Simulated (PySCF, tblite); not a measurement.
# C₃H₇F₃N₂Si: geometry, infrared bands and NMR shifts

Wanted: the infrared bands and NMR shifts of C₃H₇F₃N₂Si (`FC(F)(F)[C@@H]1CN[SiH2]N1`), by calculation.

Programs: tblite 0.8.0 and PySCF 2.14.0, with density-fitted response routines of our own. Each step states its level of theory. These are calculated values for one molecule in the gas phase, unless marked as measured. Atoms count from 0, in the outputs and in this text.

## 1. The molecule as given

16 atoms, charge 0, multiplicity 1; geometry from: force field or distance geometry start.

Bonds of the start (Å): F0–C1 1.36, C1–F2 1.35, C1–F3 1.35, C1–C4 1.53, C4–C5 1.54, C5–N6 1.47, N6–Si7 1.72, Si7–N8 1.72, N8–C4 1.50, C4–H9 1.10, C5–H10 1.10, C5–H11 1.10, N6–H12 1.01, Si7–H13 1.48, Si7–H14 1.47, N8–H15 1.02.

## 2. Optimising the geometry with GFN2-xTB

What the job is given:

```
{"job": {"kind": "relax", "xc": "GFN2-xTB", "basis": "xTB"}, "charge": 0, "multiplicity": 1}
F      2.395000    -1.600700    -0.844200
C      1.958700    -0.544500    -0.112500
F      2.849700     0.458900    -0.289000
F      2.030600    -0.907700     1.189600
C      0.536500    -0.128500    -0.482800
C      0.121400     1.116700     0.315100
N     -1.346600     1.182100     0.234100
Si    -2.071000    -0.369600     0.133000
N     -0.569800    -1.117000    -0.257700
H      0.528800     0.120000    -1.556200
H      0.570900     2.029500    -0.089800
H      0.420000     1.029800     1.372600
H     -1.607100     1.655700    -0.615400
H     -2.982800    -0.399000    -1.030300
H     -2.511400    -0.840100     1.455100
H     -0.330400    -1.676400     0.566900
```

Launch:

```sh
$ OMP_NUM_THREADS=1 python probes_run.py task.json out
```

One launch serves the whole session: the jobs run in the order shown.

**Question.** This job is followed by: GFN2-xTB harmonic vibrations, gas phase; GIAO PBE0/pcSseg-1 NMR shielding, non-relativistic, gas phase. Predict these results of the whole session: strongest single infrared mode (GFN2-xTB); zero-point energy (GFN2-xTB); 13C shifts against TMS (PBE0/pcSseg-1); 1H shifts against TMS (PBE0/pcSseg-1); 19F shifts against CFCl3 (PBE0/pcSseg-1, means over atoms taken as alike); 15N shifts against NH3 (PBE0/pcSseg-1); 29Si shifts against TMS (PBE0/pcSseg-1); surface potential, 1st and 99th percentile.

The runs gave:

| quantity | value |
| --- | --- |
| strongest single infrared mode (GFN2-xTB) | 2243 cm⁻¹, 474 km/mol |
| zero-point energy (GFN2-xTB) | 67.1 kcal/mol |
| 13C shifts against TMS (PBE0/pcSseg-1) | 135.9, 60.4, 47.4 ppm |
| 1H shifts against TMS (PBE0/pcSseg-1) | 5.41, 5.37, 4.06, 3.63, 3.43, 0.30, -0.10 ppm |
| 19F shifts against CFCl3 (PBE0/pcSseg-1, means over atoms taken as alike) | -95.9 ppm |
| 15N shifts against NH3 (PBE0/pcSseg-1) | 22.2, 17.0 ppm |
| 29Si shifts against TMS (PBE0/pcSseg-1) | -21.7 ppm |
| surface potential, 1st and 99th percentile | -1.00 V and 1.72 V |

**Reading.** The optimisation took 115 steps and gained 0.659 eV; among the close pairs (by a distance rule), C4–N8 changed most, from 1.501 to 1.433 Å. All 42 modes are real, so the xTB geometry is a minimum. The strongest single mode, at 2243 cm⁻¹, moves mainly H14 and H13. Unscaled tight-binding wavenumbers are off by several per cent, some by more. Its intensities can rank the bands wrongly. At PBE0/pcSseg-1: The largest span, 165 ppm, is at F0, F2, F3, where the paramagnetic term is -206 ppm.
